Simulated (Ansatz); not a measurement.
# Al4P: the cost of one run

Program: Ansatz 0.2.0. Level of theory: DFT PBE, scalar-relativistic, plane waves, PAW. These are calculated values, not measurements.

## Step 1: The structure to begin with

The structure is cubic, space group I-43m (No. 217). Conventional cell: a = 5.734 Å, b = 5.734 Å, c = 5.734 Å, α = 90.00°, β = 90.00°, γ = 90.00°. Al (site symmetry 3m) has 1 P at 1.83 Å as nearest neighbours. P (site symmetry -43m) is surrounded by 4 Al at 1.83 Å.

Coordinates:

```cif
data_structure
_symmetry_space_group_name_H-M 'P 1'
_symmetry_Int_Tables_number 1
_cell_length_a 4.9655
_cell_length_b 4.9655
_cell_length_c 4.9655
_cell_angle_alpha 109.471
_cell_angle_beta 109.471
_cell_angle_gamma 109.471
_cell_volume 94.25
loop_
_atom_site_label
_atom_site_type_symbol
_atom_site_fract_x
_atom_site_fract_y
_atom_site_fract_z
_atom_site_occupancy
Al1 Al 0.00000 0.63058 0.00000 1
Al2 Al 0.36942 0.36942 0.36942 1
Al3 Al 0.00000 0.00000 0.63058 1
Al4 Al 0.63058 0.00000 0.00000 1
P1 P 0.00000 0.00000 0.00000 1
```

A structure generator made this guess: species swapped into a database cell of GeF4 (I-43m, No. 217), with P on the Ge sites and Al on the F sites. Its size is a rough estimate.

## Step 2: The guess as it stands, on a coarse mesh

Input file input.yaml:

```yaml
crystal:
  lattice:
    - [-2.86683097, 2.86683097, 2.86683097]
    - [2.86683097, -2.86683097, 2.86683097]
    - [2.86683097, 2.86683097, -2.86683097]
  atoms:
    - { symbol: Al, position: [0.0, 0.63058078, 0.0] }
    - { symbol: Al, position: [0.36941922, 0.36941922, 0.36941922] }
    - { symbol: Al, position: [0.0, 0.0, 0.63058078] }
    - { symbol: Al, position: [0.63058078, 0.0, 0.0] }
    - { symbol: P, position: [0.0, 0.0, 0.0] }
basis:
  ecutwfc: 420
kpoints:
  mp_grid: { grid: [4, 4, 4] }
hamiltonian:
  xc: pbe
scf:
  occupations: { method: gaussian, width: 0.1 }
  lower_state_search: "off"
output:
  forces: true
  stress: true
  eigenvalues: true
```

Started as:

```bash
ansatz run input.yaml --threads 1 --pin off --max-ram 2560MiB --backend cpu --events-out ev --progress --plain --runs-dir out
```

Q: Estimate wall time and peak memory on 1 thread of Arm Neoverse V2, shared host.

About 1.3 s, with a peak of 0.29 GiB.
